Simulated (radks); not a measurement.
**The first electron to leave Cu⁵⁺**

Cu⁵⁺ stands in [Ar] 3d6. From which sub-shell is an electron easiest to take? Each removal is a run of its own. The parent's configuration is the lowest that an earlier search found at this level.

Program: radks (a radial shooting solver on a logarithmic mesh, Libxc functionals) version 1. Level of theory: scalar-relativistic Kohn-Sham, PBE, spin-polarised, spherical densities, finite nucleus; open shells are filled with parallel spins first. These are calculated values, not measurements, unless marked.

3 further runs of the same task are left out: 3 set aside as unsound or not needed.

### Step 1. Starting point

| Item | Value |
| --- | --- |
| element | copper (Z = 29) |
| charge | +5 |
| electrons | 24 |
| configuration | [Ar] 3d6 |
| nuclear rms radius | 3.8823 fm |

The outer shells:

Cu⁵⁺
```
[Ar] core
3d [↑↓][↑ ][↑ ][↑ ][↑ ]
```

### Step 2. The parent, Cu⁵⁺

From an earlier run at this level the parent has E = -1647.287440 hartree and these outer levels (eV):

```tsv
level	occupation	energy (eV)
2p up	3	-1018.1
2p down	3	-1015.8
3s up	1	-211.45
3s down	1	-205.73
3p up	3	-167.97
3p down	3	-162.34
3d up	5	-97.646
3d down	1	-92.031
```

### Step 3. Remove 3d: [Ar] 3d5

Settings of this run:

```text
Z 29
configuration [Ar] 3d5
relativity scalar-relativistic
functional pbe,pbe
spin polarised
nucleus finite rms 3.8823 fm
c 137.035999084
```

### Step 4. Remove 3p: [Ne] 3s2 3p5 3d6

Changes since step 3:

```diff
@@ -1,3 +1,3 @@
 Z 29
-configuration [Ar] 3d5
+configuration [Ne] 3s2 3p5 3d6
 relativity scalar-relativistic
```

### Step 5. Remove 3s: [Ne] 3s1 3p6 3d6

Settings of this run:

```text
Z 29
configuration [Ne] 3s1 3p6 3d6
relativity scalar-relativistic
functional pbe,pbe
spin polarised
nucleus finite rms 3.8823 fm
c 137.035999084
```

### Step 6. Remove 2p: [He] 2s2 2p5 3s2 3p6 3d6

Settings of this run:

```text
Z 29
configuration [He] 2s2 2p5 3s2 3p6 3d6
relativity scalar-relativistic
functional pbe,pbe
spin polarised
nucleus finite rms 3.8823 fm
c 137.035999084
```

### Step 7. Ion rearranged (move 3d to 4s after a removal): [Ar] 3d4 4s1

Settings of this run:

```text
Z 29
configuration [Ar] 3d4 4s1
relativity scalar-relativistic
functional pbe,pbe
spin polarised
nucleus finite rms 3.8823 fm
c 137.035999084
```

### Step 8. Ion rearranged (move 3d to 4p after a removal): [Ar] 3d4 4p1

Changes since step 7:

```diff
@@ -1,3 +1,3 @@
 Z 29
-configuration [Ar] 3d4 4s1
+configuration [Ar] 3d4 4p1
 relativity scalar-relativistic
```

What does the calculation give? Wanted: for each run, case; final configuration; Δ-SCF; −ε of the level emptied.

The runs gave:

```tsv
case	final configuration	Δ-SCF (eV)	−ε of the level emptied (eV)
remove 3d	[Ar] 3d5	104.45	92.031
ion rearranged (move 3d to 4s after a removal)	[Ar] 3d4 4s1	152.56	-
ion rearranged (move 3d to 4p after a removal)	[Ar] 3d4 4p1	165.03	-
remove 3p	[Ne] 3s2 3p5 3d6	175.20	162.34
remove 3s	[Ne] 3s1 3p6 3d6	218.81	205.73
remove 2p	[He] 2s2 2p5 3s2 3p6 3d6	1051.9	1015.8
```

Removal from 3d costs least (104.45 eV), ahead of 3p (175.20 eV). 3d is also the highest occupied level of the parent. NIST lists 103 eV (semi-empirical), between the same two configurations. Open shells are spherical and high-spin; term and fine-structure splittings are not resolved.
